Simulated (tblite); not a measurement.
# C3H6F2O2Si: the cost of one run

The runs use tblite 0.8.0 and PySCF 2.14.0, with density-fitted response routines of our own; the level of theory stands in each step. All values are computed, except where a source is named. Atoms are numbered from 0 throughout.

**1. Starting geometry**

14 atoms, charge 0, multiplicity 1; geometry from: force field or distance geometry start.

Bonds of the start (Å): O0–C1 1.24, C1–C2 1.51, C2–Si3 1.86, Si3–O4 1.70, C1–C5 1.48, C5–F6 1.38, C5–F7 1.36, C2–H8 1.13, C2–H9 1.09, Si3–H10 1.49, Si3–H11 1.47, O4–H12 1.00, C5–H13 1.11.

**2. Relaxing the molecule with GFN2-xTB**

What the job is given:

```
{"job": {"kind": "relax", "xc": "GFN2-xTB", "basis": "xTB"}, "charge": 0, "multiplicity": 1}
O     -0.412600     0.317600    -1.277100
C     -0.829000     0.212800    -0.119100
C      0.199100     0.340100     0.983700
Si     1.672500    -0.600500     0.344200
O      2.707100     0.533300    -0.384900
C     -2.266800    -0.055700     0.126500
F     -2.385000    -1.255600     0.802200
F     -2.842500     1.010300     0.748400
H      0.519000     1.408600     1.139700
H     -0.164000    -0.033800     1.944100
H      2.349400    -1.297800     1.467800
H      1.185000    -1.548600    -0.674100
H      2.954900     1.195900     0.326200
H     -2.687800    -0.227100    -0.889900
```

On the command line:

```bash
$ OMP_NUM_THREADS=1 python probes_run.py task.json out
```

The driver reads the jobs from task.json and runs them one after another.

**Question.** How long does this first job take on 1 thread of Arm Neoverse N1, shared host, and how much memory does it need?

About 1.7 s, with a peak of 0.18 GiB.
